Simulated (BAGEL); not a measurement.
# doublet C2H7NSi+: levels of theory compared

Aim: a comparison of 4 runs (UHF/STO-3G, ROHF/6-31G*, UHF/6-31G*, ROHF/def2-SVP) of doublet C2H7NSi+. 

The results are computed with BAGEL 1.2.2.

2 further runs of the same task are left out: 1 that didn't finish, 1 set aside as unsound or not needed.

## (1) The system as given

C2H7NSi+ has 11 atoms, charge +1, and is taken as a doublet. As SMILES of the parent species, `NC1C[SiH2]1`. The shape is that of a PBE0-D4/def2-TZVP optimisation. This is one conformer, not always the lowest. That shape belongs to the parent species and isn't relaxed for this state.

Bond lengths: N1–C2 1.437 Å, C2–C3 1.539 Å, C2–Si4 1.862 Å, C3–Si4 1.848 Å, N1–H5 1.011 Å, N1–H6 1.014 Å, C2–H7 1.094 Å, C3–H8 1.085 Å, C3–H9 1.086 Å, Si4–H10 1.479 Å, Si4–H11 1.476 Å. Some angles: N1–C2–C3 114.5°, N1–C2–Si4 118.4°, C3–C2–Si4 65.0°, C2–C3–Si4 65.9°, C2–Si4–C3 49.0°, N1–C2–H7 118.0°, C3–C2–H7 113.0°, Si4–C2–H7 116.4°, C2–N1–H5 111.6°, C2–N1–H6 111.3°.

## (2) A single-point energy at UHF/STO-3G (density fitting with cc-pvqz-jkfit) (run 1)

File input.json:

```json
{ "bagel": [

{
  "title": "molecule",
  "basis": "sto-3g",
  "df_basis": "cc-pvqz-jkfit",
  "angstrom": true,
  "geometry": [
    { "atom": "N", "xyz": [   -1.337200,    0.826100,   -0.314200 ] },
    { "atom": "C", "xyz": [    0.048100,    0.587400,   -0.015100 ] },
    { "atom": "C", "xyz": [    0.296100,   -0.519700,    1.025200 ] },
    { "atom": "Si", "xyz": [    0.845000,   -0.955900,   -0.685100 ] },
    { "atom": "H", "xyz": [   -1.450400,    1.288300,   -1.206000 ] },
    { "atom": "H", "xyz": [   -1.774000,    1.401500,    0.397500 ] },
    { "atom": "H", "xyz": [    0.701400,    1.454200,    0.118600 ] },
    { "atom": "H", "xyz": [    1.025100,   -0.311700,    1.801300 ] },
    { "atom": "H", "xyz": [   -0.607900,   -0.997000,    1.390600 ] },
    { "atom": "H", "xyz": [    2.288700,   -0.939900,   -1.005500 ] },
    { "atom": "H", "xyz": [    0.030300,   -1.890100,   -1.486800 ] }
  ]
},
{ "title": "uhf", "charge": 1, "nopen": 1 },
{ "title": "print", "file": "orbitals.molden", "orbitals": true }

]}
```

Launch:

```bash
$ BAGEL_NUM_THREADS=1 BAGEL input.json > input.out
```

Log:

```text
* using 1 threads per process

  ===============================================================
  ===============================================================

  *** Geometry ***

  { "atom" : "N", "xyz" : [     -2.526942,      1.561103,     -0.593752 ] },
  { "atom" : "C", "xyz" : [      0.090896,      1.110025,     -0.028535 ] },
  { "atom" : "C", "xyz" : [      0.559548,     -0.982091,      1.937347 ] },
  { "atom" : "Si", "xyz" : [      1.596819,     -1.806389,     -1.294651 ] },
  { "atom" : "H", "xyz" : [     -2.740859,      2.434534,     -2.279010 ] },
  { "atom" : "H", "xyz" : [     -3.352374,      2.648451,      0.751166 ] },
  { "atom" : "H", "xyz" : [      1.325454,      2.748040,      0.224122 ] },
  { "atom" : "H", "xyz" : [      1.937158,     -0.589028,      3.403964 ] },
  { "atom" : "H", "xyz" : [     -1.148765,     -1.884057,      2.627853 ] },
  { "atom" : "H", "xyz" : [      4.325016,     -1.776154,     -1.900120 ] },
  { "atom" : "H", "xyz" : [      0.057259,     -3.571771,     -2.809645 ] },

  Number of auxiliary basis functions:      823

  Since a DF basis is specified, we compute 2- and 3-index integrals:
    o Being stored without compression. Storage requirement is 0.006 GB

  Number of basis functions:       31
  Number of electrons      :       40

    * METHOD: MOLECULE                             0.85

  *** Open-shell HF ***

  === Nuclear Repulsion ===
   165.7879334065

      * DIIS with orbital gradients will be used.

  === UHF iteration (sto-3g) ===
      0       -417.86962971          0.02492494           0.13
      1       -417.92455905          0.00725931           0.10
      2       -417.92903789          0.00243611           0.10
      3       -417.92961046          0.00061933           0.10
      4       -417.92974891          0.00020181           0.10
      5       -417.92977366          0.00011019           0.11
[... 14 lines of this table left out ...]
     20       -417.92978638          0.00000001           0.11
     21       -417.92978638          0.00000001           0.10
    * SCF iteration converged.

    * S^2 (UHF) is 0.7583

    * Permanent dipole moment:
           (   -0.638089,    -0.165615,     0.222101) a.u.

    * METHOD: UHF                                  2.48

    * METHOD: PRINT                                0.01

  ===============================================================
```

Run time: 4.2 s. Hardware: 1 thread of AMD EPYC 7R43 (Zen 3), shared host; peak memory 0.081 GiB.

## (3) A single-point energy at ROHF/6-31G(d) (density fitting with cc-pvqz-jkfit, spherical functions) (run 2)

File input.json:

```json
{ "bagel" : [

{
  "title" : "molecule",
  "basis" : "6-31gs.json",
  "df_basis" : "cc-pvqz-jkfit",
  "angstrom" : true,
  "geometry" : [
    { "atom" : "N", "xyz" : [   -1.337200,    0.826100,   -0.314200 ] },
    { "atom" : "C", "xyz" : [    0.048100,    0.587400,   -0.015100 ] },
    { "atom" : "C", "xyz" : [    0.296100,   -0.519700,    1.025200 ] },
    { "atom" : "Si", "xyz" : [    0.845000,   -0.955900,   -0.685100 ] },
    { "atom" : "H", "xyz" : [   -1.450400,    1.288300,   -1.206000 ] },
    { "atom" : "H", "xyz" : [   -1.774000,    1.401500,    0.397500 ] },
    { "atom" : "H", "xyz" : [    0.701400,    1.454200,    0.118600 ] },
    { "atom" : "H", "xyz" : [    1.025100,   -0.311700,    1.801300 ] },
    { "atom" : "H", "xyz" : [   -0.607900,   -0.997000,    1.390600 ] },
    { "atom" : "H", "xyz" : [    2.288700,   -0.939900,   -1.005500 ] },
    { "atom" : "H", "xyz" : [    0.030300,   -1.890100,   -1.486800 ] }
  ]
},
{ "title" : "rohf", "charge" : 1, "nopen" : 1 },
{ "title" : "print", "file" : "orbitals.molden", "orbitals" : true }

]}
```

The basis set 6-31G* is read from a file made from the Basis Set Exchange's data (not shown).

Launch:

```bash
$ BAGEL_NUM_THREADS=1 BAGEL input.json > input.out
```

Log:

```text
* using 1 threads per process

  ===============================================================
  ===============================================================

  *** Geometry ***

  { "atom" : "N", "xyz" : [     -2.526942,      1.561103,     -0.593752 ] },
  { "atom" : "C", "xyz" : [      0.090896,      1.110025,     -0.028535 ] },
  { "atom" : "C", "xyz" : [      0.559548,     -0.982091,      1.937347 ] },
  { "atom" : "Si", "xyz" : [      1.596819,     -1.806389,     -1.294651 ] },
  { "atom" : "H", "xyz" : [     -2.740859,      2.434534,     -2.279010 ] },
  { "atom" : "H", "xyz" : [     -3.352374,      2.648451,      0.751166 ] },
  { "atom" : "H", "xyz" : [      1.325454,      2.748040,      0.224122 ] },
  { "atom" : "H", "xyz" : [      1.937158,     -0.589028,      3.403964 ] },
  { "atom" : "H", "xyz" : [     -1.148765,     -1.884057,      2.627853 ] },
  { "atom" : "H", "xyz" : [      4.325016,     -1.776154,     -1.900120 ] },
  { "atom" : "H", "xyz" : [      0.057259,     -3.571771,     -2.809645 ] },

  Number of auxiliary basis functions:      823

  Since a DF basis is specified, we compute 2- and 3-index integrals:
    o Being stored without compression. Storage requirement is 0.036 GB

  Number of basis functions:       74
  Number of electrons      :       40

    * METHOD: MOLECULE                             0.95

  *** Open-shell HF ***

  === Nuclear Repulsion ===
   165.7879334065

      * DIIS with orbital gradients will be used.

  === ROHF iteration (6-31gs.json) ===
      0       -422.65697282          0.03518067           0.28
      1       -422.77837487          0.01819354           0.28
      2       -422.80090230          0.01082763           0.33
      3       -422.81210088          0.00114219           0.29
      4       -422.81241772          0.00048636           0.28
      5       -422.81251744          0.00026858           0.28
[... 20 lines of this table left out ...]
     26       -422.81267873          0.00000002           0.30
     27       -422.81267873          0.00000001           0.32
    * SCF iteration converged.

    * S^2 (ROHF) is 0.7500

    * Permanent dipole moment:
           (   -0.494997,    -0.375644,     0.005365) a.u.

    * METHOD: ROHF                                 8.50

    * METHOD: PRINT                                0.04

  ===============================================================
```

It took 10 s on 1 thread of AMD EPYC 7R43 (Zen 3), shared host; peak memory 0.15 GiB.

Run 3 isn't shown in full; the table further down has it.

## (4) The energy at ROHF/def2-SVP (density fitting with cc-pvqz-jkfit) (run 4)

File hf.json:

```json
{ "bagel" : [

{
  "title" : "molecule",
  "basis" : "svp",
  "df_basis" : "cc-pvqz-jkfit",
  "angstrom" : true,
  "geometry" : [
    { "atom" : "N", "xyz" : [      -1.337200,       0.826100,      -0.314200 ] },
    { "atom" : "C", "xyz" : [       0.048100,       0.587400,      -0.015100 ] },
    { "atom" : "C", "xyz" : [       0.296100,      -0.519700,       1.025200 ] },
    { "atom" : "Si", "xyz" : [       0.845000,      -0.955900,      -0.685100 ] },
    { "atom" : "H", "xyz" : [      -1.450400,       1.288300,      -1.206000 ] },
    { "atom" : "H", "xyz" : [      -1.774000,       1.401500,       0.397500 ] },
    { "atom" : "H", "xyz" : [       0.701400,       1.454200,       0.118600 ] },
    { "atom" : "H", "xyz" : [       1.025100,      -0.311700,       1.801300 ] },
    { "atom" : "H", "xyz" : [      -0.607900,      -0.997000,       1.390600 ] },
    { "atom" : "H", "xyz" : [       2.288700,      -0.939900,      -1.005500 ] },
    { "atom" : "H", "xyz" : [       0.030300,      -1.890100,      -1.486800 ] }
  ]
},

{ "title" : "rohf", "charge" : 1, "nopen" : 1 },

{ "title" : "print", "file" : "orbitals.molden", "orbitals" : true }

]}
```

Launch:

```bash
$ BAGEL_NUM_THREADS=1 BAGEL hf.json > hf.out
```

Log:

```text
* using 1 threads per process

  ===============================================================
  ===============================================================

  *** Geometry ***

  { "atom" : "N", "xyz" : [     -2.526942,      1.561103,     -0.593752 ] },
  { "atom" : "C", "xyz" : [      0.090896,      1.110025,     -0.028535 ] },
  { "atom" : "C", "xyz" : [      0.559548,     -0.982091,      1.937347 ] },
  { "atom" : "Si", "xyz" : [      1.596819,     -1.806389,     -1.294651 ] },
  { "atom" : "H", "xyz" : [     -2.740859,      2.434534,     -2.279010 ] },
  { "atom" : "H", "xyz" : [     -3.352374,      2.648451,      0.751166 ] },
  { "atom" : "H", "xyz" : [      1.325454,      2.748040,      0.224122 ] },
  { "atom" : "H", "xyz" : [      1.937158,     -0.589028,      3.403964 ] },
  { "atom" : "H", "xyz" : [     -1.148765,     -1.884057,      2.627853 ] },
  { "atom" : "H", "xyz" : [      4.325016,     -1.776154,     -1.900120 ] },
  { "atom" : "H", "xyz" : [      0.057259,     -3.571771,     -2.809645 ] },

  Number of auxiliary basis functions:      823

  Since a DF basis is specified, we compute 2- and 3-index integrals:
    o Being stored without compression. Storage requirement is 0.059 GB

  Number of basis functions:       95
  Number of electrons      :       40

    * METHOD: MOLECULE                             1.00

  *** Open-shell HF ***

  === Nuclear Repulsion ===
   165.7879334065

      * DIIS with orbital gradients will be used.

  === ROHF iteration (svp) ===
      0       -422.49276864          0.02696631           0.36
      1       -422.61589266          0.01382392           0.46
      2       -422.63564697          0.00759645           0.49
      3       -422.64370328          0.00101915           0.39
      4       -422.64407047          0.00048907           0.44
      5       -422.64419761          0.00024923           0.39
[... 18 lines of this table left out ...]
     24       -422.64441828          0.00000002           0.46
     25       -422.64441828          0.00000001           0.36
    * SCF iteration converged.

    * S^2 (ROHF) is 0.7500

    * Permanent dipole moment:
           (   -0.481959,    -0.336471,     0.049100) a.u.

    * METHOD: ROHF                                10.58

    * METHOD: PRINT                                0.07

  ===============================================================
```

It took 12 s on 1 thread of AMD EPYC 7R43 (Zen 3), shared host; peak memory 0.19 GiB.

## (5) The series

```
run                                                                  level  energy (Eh)   ⟨S²⟩  wall time
  1                        UHF/STO-3G (density fitting with cc-pvqz-jkfit)  -417.929786  0.758      4.2 s
  2  ROHF/6-31G* (density fitting with cc-pvqz-jkfit, spherical functions)  -422.812679  0.750       10 s
  3   UHF/6-31G* (density fitting with cc-pvqz-jkfit, spherical functions)  -422.816132  0.760       12 s
  4                     ROHF/def2-SVP (density fitting with cc-pvqz-jkfit)  -422.644418  0.750       12 s
```

## (6) Results

| quantity | value |
| --- | --- |
| run 4: total energy | -422.64442 Eh |
| run 4: ⟨S²⟩ | 0.750 |

What this shows: In run 1 the basis is minimal, so the values are rough. All runs together took 39 s, the longest 12 s.
